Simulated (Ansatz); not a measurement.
# MnCuAs: the cost of one run

Computed with Ansatz 0.2.0 (DFT PBE, scalar-relativistic, plane waves, PAW, unless a step's input says otherwise).

These runs use a low cutoff (300 eV) and a coarse mesh on purpose, to show what cheap settings give: their numbers aren't properties of the material.

## (1) Starting point

The structure is tetragonal, space group P4/nmm (No. 129). The conventional cell has a = 3.695 Å, b = 3.695 Å, c = 6.479 Å, α = 90.00°, β = 90.00°, γ = 90.00°. Around Mn (site symmetry 4mm) lie 5 As at 2.43 to 2.66 Å. Around Cu (site symmetry -4m2) lie 4 As at 2.56 Å and 4 Cu at 2.61 Å and 4 Mn at 2.93 Å. As (site symmetry 4mm) has 5 Mn at 2.43 to 2.66 Å and 4 Cu at 2.56 Å as nearest neighbours.

Structure file:

```
Mn Cu As
1.0
     3.69499    0.00000    0.00000
     0.00000    3.69499    0.00000
     0.00000    0.00000   12.95865
Mn Cu As
4 4 4
Direct
  0.00000 0.50000 0.07445
  0.50000 0.00000 0.42555
  0.00000 0.50000 0.57445
  0.50000 0.00000 0.92555
  0.00000 0.00000 0.25000
  0.50000 0.50000 0.25000
  0.00000 0.00000 0.75000
  0.50000 0.50000 0.75000
  0.00000 0.50000 0.38656
  0.50000 0.00000 0.11344
  0.00000 0.50000 0.88656
  0.50000 0.00000 0.61344
```

The moments start at Mn 3.71, -3.71 μB.

## (2) Bands and density of states at the final cell

The input, input.yaml:

```yaml
crystal:
  lattice:
    - [3.69498941, 0.0, 0.0]
    - [0.0, 3.69498941, 0.0]
    - [0.0, 0.0, 12.9586539739]
  atoms:
    - { symbol: Mn, position: [0.0, 0.5, 0.0744542057], spin: 3.71 }
    - { symbol: Mn, position: [0.5, 0.0, 0.4255457943], spin: 3.71 }
    - { symbol: Cu, position: [0.0, 0.0, 0.25] }
    - { symbol: Cu, position: [0.5, 0.5, 0.25] }
    - { symbol: As, position: [0.0, 0.5, 0.3865606162] }
    - { symbol: As, position: [0.5, 0.0, 0.1134393838] }
    - { symbol: Mn, position: [0.0, 0.5, 0.5744542476], spin: -3.71 }
    - { symbol: Mn, position: [0.5, 0.0, 0.9255457524], spin: -3.71 }
    - { symbol: Cu, position: [0.0, 0.0, 0.75] }
    - { symbol: Cu, position: [0.5, 0.5, 0.75] }
    - { symbol: As, position: [0.0, 0.5, 0.8865606006] }
    - { symbol: As, position: [0.5, 0.0, 0.6134393994] }
basis:
  ecutwfc: 300
  ecutrho_ratio: 4
kpoints:
  mp_grid: { grid: [6, 6, 2] }
  band_path:
    path:
      - [[0.0, 0.0, 0.0], [0.0, 0.5, 0.0], [0.5, 0.5, 0.0], [0.0, 0.0, 0.0], [0.0, 0.0, 1.0], [0.0, 0.5, 1.0], [0.5, 0.5, 1.0], [0.0, 0.0, 1.0]]
      - [[0.0, 0.5, 0.0], [0.0, 0.5, 1.0]]
      - [[0.5, 0.5, 0.0], [0.5, 0.5, 1.0]]
    npoints: 10
hamiltonian:
  xc: pbe
scf:
  occupations: { method: gaussian, width: 0.05 }
  lower_state_search: "off"
  n_extra_bands: 60
output:
  forces: true
  stress: true
  eigenvalues: true
  populations: true
  dos: { projected: true, de: 0.02, nscf_kmesh: { grid: [9, 9, 3] } }
  bader: false
magnetization:
  spin_polarized: true
checkpoint:
  read: start.run
  write: ck
  compress: false
  write_wavefunctions: false
  write_every: 100000
```

start.run is the folder with the converged state of an earlier run on this cell.

On the command line:

```
ansatz run input.yaml --threads 2 --pin off --max-ram 5120MiB --backend cpu --events-out ev --progress --plain --runs-dir out
```

**Question.** How long does this run take on 2 threads of Arm Neoverse V1, shared host, and how much memory does it need?

About 2.3 min, with a peak of 1.7 GiB.
